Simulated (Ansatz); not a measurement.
# Al: a tetragonal deformation path

The task here is to estimate one member of a computed series from the others.

Method: DFT PBEsol+D3(BJ), scalar-relativistic, plane waves, PAW, in Ansatz 0.2.0.

## Starting point

The structure is cubic, space group Fm-3m (No. 225). Conventional cell: a = 4.048 Å, b = 4.048 Å, c = 4.048 Å, α = 90.00°, β = 90.00°, γ = 90.00°. Al (site symmetry m-3m) has 12 Al at 2.86 Å in its first shell of neighbours.

As a file:

```
Al
1.0
     0.00000    2.02398    2.02398
     2.02398    0.00000    2.02398
     2.02398    2.02398    0.00000
Al
1
Direct
  0.00000 0.00000 0.00000
```

No relaxation comes first: the listed cell is the starting point.

Set-up of the first run:

File input.yaml:

```yaml
crystal:
  lattice:
    - [0.0, 2.02398, 2.02398]
    - [2.02398, 0.0, 2.02398]
    - [2.02398, 2.02398, 0.0]
  atoms:
    - { symbol: Al, position: [0.0, 0.0, 0.0] }
basis:
  ecutwfc: 420
kpoints:
  mp_grid: { grid: [22, 22, 22] }
hamiltonian:
  xc: pbesol
  dispersion: d3bj
scf:
  occupations: { method: gaussian, width: 0.15 }
output:
  forces: true
  stress: true
  eigenvalues: true
```

The run is started by

```bash
$ ansatz run input.yaml --threads 1 --pin off --max-ram 2560MiB --backend cpu --events-out ev --progress --plain --runs-dir out
```

Steps of the session up to this table: The reference: the undisturbed cell on the scan's mesh; ρ = 0.707; At ρ = 1.414; At ρ = 0.850; ρ = 1.200; Point ρ = 0.780; Point ρ = 1.300; At ρ = 0.920; Point ρ = 1.100; ρ = 0.650; ρ = 1.500; Point ρ = 0.960; Point ρ = 1.050.

One of the session's tables, all rows but one given; the rest of the session is left out.

It belongs to the step «The scan collected». The scan, with free energies counted from the undisturbed cell:

```
    ρ  ΔE (meV/atom)  pressure (GPa)
0.650           89.4            -3.2
0.707           95.8            -3.2
0.780           83.0            -3.3
0.850           45.0            -3.9
0.920           13.5            -4.6
0.960            3.5            -4.9
1.000            0.0            -5.0
1.050              ?               ?
1.100           17.9            -4.4
1.200           69.8            -2.4
1.300          155.8             0.4
1.414          295.1             4.3
1.500          423.8             7.7
```

Q: Estimate the row for ρ = 1.050 from the others.

Worked estimate for «ΔE (meV/atom)». A straight line through the neighbours (1.000, 0.0) and (1.100, 17.9) gives 0.0 + (17.9 − 0.0) × (1.050 − 1.000) / (1.100 − 1.000) = 8.9; a parabola fitted to 4 rows on both sides gives 4.7.

As computed: ΔE (meV/atom): 5.4; pressure (GPa): -4.9. In «ΔE (meV/atom)» the line misses by +3.5 and the parabola by -0.7.
